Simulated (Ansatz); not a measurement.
# C₃H₉BS: small, medium and large basis sets

One table from this session's results is given with a row withheld; the runs are named, their logs left out.

Method: one geometry, several basis sets; program: Ansatz 0.2.0, Gaussian basis.

Plan: PBE0-D4/def2-SVP; ωB97M-V/def2-SVP; PBE0-D4/def2-QZVPP; ωB97M-V/def2-QZVPP; the functionals' def2-TZVPP values are taken from earlier runs.

### The relaxed structure

All runs share one geometry, relaxed beforehand with PBE0-D4 in a triple-zeta def2 set.

SMILES `CC(C)BS`, 14 atoms, charge 0, spin multiplicity 1.

Atoms are counted from 1 here; the program's logs count them from 0.

Bond lengths: C1–C2 1.530 Å, C1–H6 1.094 Å, C1–H7 1.094 Å, C1–H8 1.093 Å, C2–C3 1.532 Å, C2–B4 1.567 Å, C2–H9 1.097 Å, C3–H10 1.094 Å, C3–H11 1.093 Å, C3–H12 1.094 Å, B4–S5 1.776 Å, B4–H13 1.198 Å, S5–H14 1.346 Å. Angles: C2–C1–H6 110.9°, C2–C1–H7 110.6°, C2–C1–H8 112.0°, H6–C1–H7 107.7°, H6–C1–H8 107.7°, H7–C1–H8 107.7°, C1–C2–C3 110.4°, C1–C2–B4 110.2°, C1–C2–H9 108.3°, C3–C2–B4 109.1°, C3–C2–H9 108.1°, B4–C2–H9 110.5°, C2–C3–H10 111.0°, C2–C3–H11 112.0°, C2–C3–H12 110.5°, H10–C3–H11 107.7°, H10–C3–H12 107.6°, H11–C3–H12 107.8° and more.

Set-up of the first run:

File in.yaml:

```yaml
crystal:
  periodic: [false, false, false]
  atoms:
    - {symbol: C, position_ang: [0.326220, 1.501410, -0.084644]}
    - {symbol: C, position_ang: [-0.264770, 0.090588, -0.043802]}
    - {symbol: C, position_ang: [-0.000649, -0.638685, -1.365056]}
    - {symbol: B, position_ang: [0.369965, -0.729344, 1.130665]}
    - {symbol: S, position_ang: [-0.525096, -1.516228, 2.447593]}
    - {symbol: H, position_ang: [1.410688, 1.466547, -0.221958]}
    - {symbol: H, position_ang: [-0.095943, 2.072753, -0.917203]}
    - {symbol: H, position_ang: [0.125838, 2.056130, 0.835377]}
    - {symbol: H, position_ang: [-1.350631, 0.174730, 0.088575]}
    - {symbol: H, position_ang: [1.072773, -0.749072, -1.543499]}
    - {symbol: H, position_ang: [-0.444459, -1.637259, -1.377762]}
    - {symbol: H, position_ang: [-0.420135, -0.075667, -2.204559]}
    - {symbol: H, position_ang: [1.556264, -0.886400, 1.193643]}
    - {symbol: H, position_ang: [-1.772964, -1.158603, 2.091430]}
basis:
  gaussian: {orbitals: def2-SVP}
hamiltonian: {xc: pbe0, dispersion: d4}
output: {orbitals: {seedname: orbitals}}
```

Command:

```console
ansatz run in.yaml --threads 4 --pin off --events-out ev --progress --plain --max-ram 10444MiB
```

Steps of the session up to this table: PBE0-D4 in def2-SVP; ωB97M-V in def2-SVP; PBE0-D4 in def2-QZVPP; ωB97M-V in def2-QZVPP.

One table of the session follows, with a row left open; its other results are not shown here.

It belongs to the step «Functionals by basis». 

| functional | basis | HOMO (eV) |
| --- | --- | --- |
| PBE0-D4 | def2-SVP | -8.06 |
| PBE0-D4 | def2-TZVPP | -8.13 |
| PBE0-D4 | def2-QZVPP | ? |
| ωB97M-V | def2-SVP | -10.23 |
| ωB97M-V | def2-TZVPP | -10.34 |
| ωB97M-V | def2-QZVPP | -10.36 |

Estimate the missing values for PBE0-D4, def2-QZVPP.

**Answer.** HOMO (eV): -8.15. In the column «HOMO (eV)» it lies between ωB97M-V, def2-SVP (-10.23) and PBE0-D4, def2-TZVPP (-8.13).
